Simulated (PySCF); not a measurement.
C2GeFH3, in a box:

```xyz
7
Lattice="14.0000 0.0000 0.0000 0.0000 13.0000 0.0000 0.0000 0.0000 12.0000" Properties=species:S:1:pos:R:3 pbc="T T T"
C     8.3595    5.5454    6.9864
C     7.4231    6.1575    6.5398
Ge    5.9748    7.1600    5.8524
F     4.8413    6.0185    5.1966
H     9.1847    4.9960    7.3793
H     5.2441    7.9063    6.9702
H     6.4233    8.0460    4.6887
```

Base run:

- Program: PySCF 2.14.0
- Functional: PBE50
- Potentials or basis: pob-tzvp-rev2 (all-electron)
- k mesh: 1 × 1 × 1
- Occupations: fixed
- Spin: no spin polarisation

Its results: gap between the frontier levels 10.36 eV.

Problem. The run is repeated on the same cell with these changes: functional from PBE50 to X3LYP. What comes out?

Solution. Gap between the frontier levels 7.75 eV.

Caveats: this is a molecule in a periodic box at the Γ point, so its band gap is the HOMO-LUMO gap; relativity is left out, which matters for the heavier elements; the basis of atomic orbitals isn't converged, which shifts pressures, moduli and gaps; this basis is made for solids and lacks diffuse functions, so gaps of a molecule come out too wide by an eV or more.

